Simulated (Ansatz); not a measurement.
# Al27GeP26: the cost of one run

Computed with Ansatz 0.2.0 (DFT, PBE, plane-wave PAW, default files, scalar-relativistic, unless a step's input says otherwise).

The COD entry's cell or inner coordinates are ideal or old and differ from later refinements, so a difference from it is no clean test against experiment.

1 further run of the same task is left out (it didn't finish).

## Step 1: The structure to begin with

The structure is orthorhombic, space group Imm2 (No. 44). Conventional cell: a = 11.563 Å, b = 11.563 Å, c = 16.353 Å, α = 90.00°, β = 90.00°, γ = 90.00°. Al (site symmetry m) is surrounded by 3 P at 2.36 Å and 1 Ge at 2.43 Å. Al (site symmetry mm2) has 4 P at 2.36 Å as nearest neighbours. Al (site symmetry m) is surrounded by 1 Ge at 2.29 Å and 3 P at 2.36 Å. Around Al (site symmetry 1) lie 4 P at 2.36 Å. Al (site symmetry m) is surrounded by 4 P at 2.36 Å. Only part of the 24 independent sites is listed.

Structure file:

```
CELL_PARAMETERS angstrom
0.00000 8.17650 8.17650
8.17650 0.00000 8.17650
8.17650 8.17650 0.00000
ATOMIC_POSITIONS crystal
Al 0.00000 0.00000 0.00000
Al 0.00000 0.00000 0.33333
Al 0.00000 0.00000 0.66667
Al 0.00000 0.33333 0.00000
Al 0.00000 0.33333 0.33333
Al 0.00000 0.33333 0.66667
Al 0.00000 0.66667 0.00000
Al 0.00000 0.66667 0.33333
Al 0.00000 0.66667 0.66667
Al 0.33333 0.00000 0.00000
Al 0.33333 0.00000 0.33333
Al 0.33333 0.00000 0.66667
Al 0.33333 0.33333 0.00000
Al 0.33333 0.33333 0.33333
Al 0.33333 0.33333 0.66667
Al 0.33333 0.66667 0.00000
Al 0.33333 0.66667 0.33333
Al 0.33333 0.66667 0.66667
Al 0.66667 0.00000 0.00000
Al 0.66667 0.00000 0.33333
Al 0.66667 0.00000 0.66667
Al 0.66667 0.33333 0.00000
Al 0.66667 0.33333 0.33333
Al 0.66667 0.33333 0.66667
Al 0.66667 0.66667 0.00000
Al 0.66667 0.66667 0.33333
Al 0.66667 0.66667 0.66667
Ge 0.09067 0.09067 0.07600
P 0.08333 0.08333 0.41667
P 0.08333 0.08333 0.75000
P 0.08333 0.41667 0.08333
P 0.08333 0.41667 0.41667
P 0.08333 0.41667 0.75000
P 0.08333 0.75000 0.08333
P 0.08333 0.75000 0.41667
P 0.08333 0.75000 0.75000
P 0.41667 0.08333 0.08333
P 0.41667 0.08333 0.41667
P 0.41667 0.08333 0.75000
P 0.41667 0.41667 0.08333
P 0.41667 0.41667 0.41667
P 0.41667 0.41667 0.75000
P 0.41667 0.75000 0.08333
P 0.41667 0.75000 0.41667
P 0.41667 0.75000 0.75000
P 0.75000 0.08333 0.08333
P 0.75000 0.08333 0.41667
P 0.75000 0.08333 0.75000
P 0.75000 0.41667 0.08333
P 0.75000 0.41667 0.41667
P 0.75000 0.41667 0.75000
P 0.75000 0.75000 0.08333
P 0.75000 0.75000 0.41667
P 0.75000 0.75000 0.75000
```

Atom 28 of the input is the impurity.

## Step 2: Relaxation of the positions

Input file input.yaml:

```yaml
crystal:
  lattice:
    - [0.0, 8.1765, 8.1765]
    - [8.1765, 0.0, 8.1765]
    - [8.1765, 8.1765, 0.0]
  atoms:
    - { symbol: Al, position: [0.0, 0.0, 0.0] }
    - { symbol: Al, position: [0.0, 0.0, 0.3333333333] }
    - { symbol: Al, position: [0.0, 0.0, 0.6666666667] }
    - { symbol: Al, position: [0.0, 0.3333333333, 0.0] }
    - { symbol: Al, position: [0.0, 0.3333333333, 0.3333333333] }
    - { symbol: Al, position: [0.0, 0.3333333333, 0.6666666667] }
    - { symbol: Al, position: [0.0, 0.6666666667, 0.0] }
    - { symbol: Al, position: [0.0, 0.6666666667, 0.3333333333] }
    - { symbol: Al, position: [0.0, 0.6666666667, 0.6666666667] }
    - { symbol: Al, position: [0.3333333333, 0.0, 0.0] }
    - { symbol: Al, position: [0.3333333333, 0.0, 0.3333333333] }
    - { symbol: Al, position: [0.3333333333, 0.0, 0.6666666667] }
    - { symbol: Al, position: [0.3333333333, 0.3333333333, 0.0] }
    - { symbol: Al, position: [0.3333333333, 0.3333333333, 0.3333333333] }
    - { symbol: Al, position: [0.3333333333, 0.3333333333, 0.6666666667] }
    - { symbol: Al, position: [0.3333333333, 0.6666666667, 0.0] }
    - { symbol: Al, position: [0.3333333333, 0.6666666667, 0.3333333333] }
    - { symbol: Al, position: [0.3333333333, 0.6666666667, 0.6666666667] }
    - { symbol: Al, position: [0.6666666667, 0.0, 0.0] }
    - { symbol: Al, position: [0.6666666667, 0.0, 0.3333333333] }
    - { symbol: Al, position: [0.6666666667, 0.0, 0.6666666667] }
    - { symbol: Al, position: [0.6666666667, 0.3333333333, 0.0] }
    - { symbol: Al, position: [0.6666666667, 0.3333333333, 0.3333333333] }
    - { symbol: Al, position: [0.6666666667, 0.3333333333, 0.6666666667] }
    - { symbol: Al, position: [0.6666666667, 0.6666666667, 0.0] }
    - { symbol: Al, position: [0.6666666667, 0.6666666667, 0.3333333333] }
    - { symbol: Al, position: [0.6666666667, 0.6666666667, 0.6666666667] }
    - { symbol: Ge, position: [0.0906714364, 0.0906714364, 0.0759952302], spin: 1.0 }
    - { symbol: P, position: [0.0833333333, 0.0833333333, 0.4166666667] }
    - { symbol: P, position: [0.0833333333, 0.0833333333, 0.75] }
    - { symbol: P, position: [0.0833333333, 0.4166666667, 0.0833333333] }
    - { symbol: P, position: [0.0833333333, 0.4166666667, 0.4166666667] }
    - { symbol: P, position: [0.0833333333, 0.4166666667, 0.75] }
    - { symbol: P, position: [0.0833333333, 0.75, 0.0833333333] }
    - { symbol: P, position: [0.0833333333, 0.75, 0.4166666667] }
    - { symbol: P, position: [0.0833333333, 0.75, 0.75] }
    - { symbol: P, position: [0.4166666667, 0.0833333333, 0.0833333333] }
    - { symbol: P, position: [0.4166666667, 0.0833333333, 0.4166666667] }
    - { symbol: P, position: [0.4166666667, 0.0833333333, 0.75] }
    - { symbol: P, position: [0.4166666667, 0.4166666667, 0.0833333333] }
    - { symbol: P, position: [0.4166666667, 0.4166666667, 0.4166666667] }
    - { symbol: P, position: [0.4166666667, 0.4166666667, 0.75] }
    - { symbol: P, position: [0.4166666667, 0.75, 0.0833333333] }
    - { symbol: P, position: [0.4166666667, 0.75, 0.4166666667] }
    - { symbol: P, position: [0.4166666667, 0.75, 0.75] }
    - { symbol: P, position: [0.75, 0.0833333333, 0.0833333333] }
    - { symbol: P, position: [0.75, 0.0833333333, 0.4166666667] }
    - { symbol: P, position: [0.75, 0.0833333333, 0.75] }
    - { symbol: P, position: [0.75, 0.4166666667, 0.0833333333] }
    - { symbol: P, position: [0.75, 0.4166666667, 0.4166666667] }
    - { symbol: P, position: [0.75, 0.4166666667, 0.75] }
    - { symbol: P, position: [0.75, 0.75, 0.0833333333] }
    - { symbol: P, position: [0.75, 0.75, 0.4166666667] }
    - { symbol: P, position: [0.75, 0.75, 0.75] }
magnetization:
  spin_polarized: true
kpoints:
  mp_grid: { grid: [2, 2, 2] }
scf:
  occupations: { method: fermi_dirac, width: 0.01 }
hamiltonian:
  xc: pbe
  pseudopotentials: { kind: paw }
output:
  forces: true
  stress: true
  populations: true
  efg:
    quadrupole_moments_barn: { Al: 0.1466, Ge: -0.196 }
    contact_densities: true
relax:
  f_tol: 0.03
  max_steps: 40
```

The run is started by

```
$ ansatz run input.yaml --threads 4 --pin off --max-ram 8192MiB --backend cpu --events-out ev --progress --plain --runs-dir out
```

What time and memory should one allow on 4 threads of Intel Xeon Platinum 8375C at 2.90GHz (Ice Lake), shared host?

About 2 min, with a peak of 4.9 GiB.
